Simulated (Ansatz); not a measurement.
# KMo3: the cost of one run

Method: DFT PBE, scalar-relativistic, plane waves, PAW, in Ansatz 0.2.0.

## Step 1: Starting point

It takes space group P4/mmm (No. 123, tetragonal). Conventional cell: a = 4.274 Å, b = 4.274 Å, c = 4.230 Å, α = 90.00°, β = 90.00°, γ = 90.00°. K (site symmetry 4/mmm) is surrounded by 12 Mo at 3.01 to 3.02 Å. Around Mo (site symmetry mmm) lie 4 K at 3.01 Å and 8 Mo at 3.01 to 3.02 Å. Mo (site symmetry 4/mmm) is surrounded by 8 Mo at 3.01 Å and 4 K at 3.02 Å.

Coordinates:

```cif
data_structure
_symmetry_space_group_name_H-M 'P4/mmm'
_symmetry_Int_Tables_number 123
_cell_length_a 4.2739
_cell_length_b 4.2739
_cell_length_c 4.2300
_cell_angle_alpha 90.000
_cell_angle_beta 90.000
_cell_angle_gamma 90.000
_cell_volume 77.27
loop_
_atom_site_label
_atom_site_type_symbol
_atom_site_symmetry_multiplicity
_atom_site_Wyckoff_symbol
_atom_site_fract_x
_atom_site_fract_y
_atom_site_fract_z
_atom_site_occupancy
K1 K 1 a 0.00000 0.00000 0.00000 1
Mo1 Mo 2 e 0.00000 0.50000 0.50000 1
Mo2 Mo 1 c 0.50000 0.50000 0.00000 1
```

This is candidate A: Cu3Pd type (P4/mmm, No. 123).

(A quick probe on a coarse mesh, which set the mesh and smearing, is not shown.)

## Step 3: Rough relaxation on the coarse mesh (candidate A)

The input, input.yaml:

```yaml
crystal:
  lattice:
    - [4.2739383498, 0.0, 0.0]
    - [0.0, 4.2739383498, 0.0]
    - [0.0, 0.0, 4.2300082288]
  atoms:
    - { symbol: K, position: [0.0, 0.0, 0.0] }
    - { symbol: Mo, position: [0.0, 0.5, 0.5] }
    - { symbol: Mo, position: [0.5, 0.0, 0.5] }
    - { symbol: Mo, position: [0.5, 0.5, 0.0] }
basis:
  ecutwfc: 420
kpoints:
  mp_grid: { grid: [4, 4, 4] }
hamiltonian:
  xc: pbe
scf:
  occupations: { method: gaussian, width: 0.1 }
  lower_state_search: "off"
output:
  forces: true
  stress: true
  eigenvalues: true
relax:
  adjacent_minimum: "off"
  f_tol: 0.04
  max_steps: 70
  cell: { stress_tol: 0.4 }
```

On the command line:

```sh
ansatz run input.yaml --threads 1 --pin off --max-ram 2560MiB --backend cpu --events-out ev --progress --plain --runs-dir out
```

What time and memory should one allow on 1 thread of Intel Xeon at 2.70GHz, shared host?

About 47 s, with a peak of 0.39 GiB.
